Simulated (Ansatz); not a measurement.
**C2H3BFNO: one species, many methods**

Aim: compute C2H3BFNO with functionals from several rungs and with coupled cluster, and see how far each lands from CCSD(T) at the basis-set limit for the atomisation energy.

Computed with Ansatz 0.2.0, Gaussian basis. Level: functionals in def2-TZVPP, the program's frozen cores in correlated methods.

Levels to be run: LDA (SPW92), PBE-D4, revPBE-D4, BLYP-D4, r2SCAN-D4, B97M-V, PBE0-D4, B3LYP-D4, r2SCANh-D4, r2SCAN0-D4, HSE06-D4, BHLYP-D4, CAM-B3LYP-D4, LC-ωPBE, ωB97X-V, ωB97M-V, B2PLYP, PBE-QIDH; CCSD(T)/def2-SVP; CCSD(T)/def2-TZVPP; MP2/def2-QZVPP; extrapolation to the limit; RPA on PBE.

**1. The relaxed structure**

The geometry comes from an earlier relaxation with PBE0-D4 in a triple-zeta def2 set; it is a stationary point, not always the lowest conformer.

SMILES `FC/N=C1/BO1`, 9 atoms, charge 0, spin multiplicity 1.

Atoms are counted from 1 here; the program's logs count them from 0.

Bond lengths: F1–C2 1.377 Å, C2–N3 1.414 Å, C2–H7 1.095 Å, C2–H8 1.095 Å, N3–C4 1.233 Å, C4–B5 1.475 Å, C4–O6 1.464 Å, B5–O6 1.354 Å, B5–H9 1.182 Å. Angles: F1–C2–N3 115.2°, F1–C2–H7 107.7°, F1–C2–H8 107.7°, N3–C2–H7 108.4°, N3–C2–H8 108.4°, H7–C2–H8 109.4°, C2–N3–C4 126.7°, N3–C4–B5 170.5°, N3–C4–O6 134.6°, B5–C4–O6 54.9°, C4–B5–O6 62.2°, C4–B5–H9 160.9°, O6–B5–H9 137.0°, C4–O6–B5 63.0°.

**2. LDA**

This LDA is Slater exchange with PW92 correlation.

The input, in.yaml:

```yaml
crystal:
  periodic: [false, false, false]
  atoms:
    - {symbol: F, position_ang: [-1.102839, -1.536409, 0.320608]}
    - {symbol: C, position_ang: [-0.238210, -0.969862, 1.230566]}
    - {symbol: N, position_ang: [0.477881, 0.155273, 0.761300]}
    - {symbol: C, position_ang: [0.400161, 0.663109, -0.359857]}
    - {symbol: B, position_ang: [0.473379, 1.428894, -1.618333]}
    - {symbol: O, position_ang: [-0.371336, 0.372127, -1.569405]}
    - {symbol: H, position_ang: [-0.825060, -0.665949, 2.103084]}
    - {symbol: H, position_ang: [0.482590, -1.737999, 1.527953]}
    - {symbol: H, position_ang: [0.791935, 2.244517, -2.413016]}
basis:
  gaussian: {orbitals: def2-TZVPP}
hamiltonian: {xc: lda}
output: {orbitals: {seedname: orbitals}}
```

After this run come: PBE-D4 (GGA); revPBE-D4 (GGA); BLYP-D4 (GGA); r2SCAN-D4 (meta-GGA); B97M-V (meta-GGA); PBE0-D4 (hybrid); B3LYP-D4 (hybrid); r2SCANh-D4 (hybrid); r2SCAN0-D4 (hybrid); HSE06-D4 (hybrid); BHLYP-D4 (hybrid); CAM-B3LYP-D4 (range-separated); LC-ωPBE (range-separated); ωB97X-V (range-separated); ωB97M-V (range-separated); B2PLYP (double hybrid); PBE-QIDH (double hybrid); CCSD(T) in def2-SVP; CCSD(T) in def2-TZVPP; MP2 in def2-QZVPP; RPA on PBE orbitals.

Q: Predict the results of all the runs planned. Wanted: atomisation energy, CCSD(T)/CBS; farthest beyond LDA; mean size of error, GGA; mean size of error, meta-GGA; mean size of error, hybrid; mean size of error, range-separated; mean size of error, double hybrid; gap, smallest and largest; T1 diagnostic.

As calculated:

| quantity | value |
| --- | --- |
| atomisation energy, CCSD(T)/CBS | 3731.4 kJ/mol |
| functionals within 18.7 kJ/mol (0.5 %) | r2SCANh-D4, B2PLYP, PBE-QIDH |
| farthest beyond LDA | PBE-D4 (+220.3 kJ/mol) |
| mean size of error, GGA | 131.2 kJ/mol |
| mean size of error, meta-GGA | 48.8 kJ/mol |
| mean size of error, hybrid | 68.7 kJ/mol |
| mean size of error, range-separated | 47.7 kJ/mol |
| mean size of error, double hybrid | 0.4 kJ/mol |
| gap, smallest and largest | 3.66 eV (LDA (SPW92)), 11.23 eV (LC-ωPBE) |
| T1 diagnostic | 0.0158 |
| triples share of the correlation energy | 4.2 % |

In words: LDA overbinds by 760.5 kJ/mol (20 %). PBE-D4 misses by +220.3 kJ/mol. Double hybrids carry the basis error of their MP2 part in triple zeta, and no dispersion term here, so their miss is partly the set-up's. Taken by rung, double hybrid functionals do best (0.4 kJ/mol on average) and GGA ones worst beyond LDA (131.2 kJ/mol). The reference freezes the cores and leaves out relativity and excitations past (T), so misses under about 18.7 kJ/mol can't be ranked. Hartree-Fock recovers 67 % of the binding; the rest is correlation. CCSD(T) in def2-SVP is off by -188.6 kJ/mol, worse than the median functional, from the basis alone. Orbital gaps span 3.7 to 11.2 eV; exact exchange widens them.
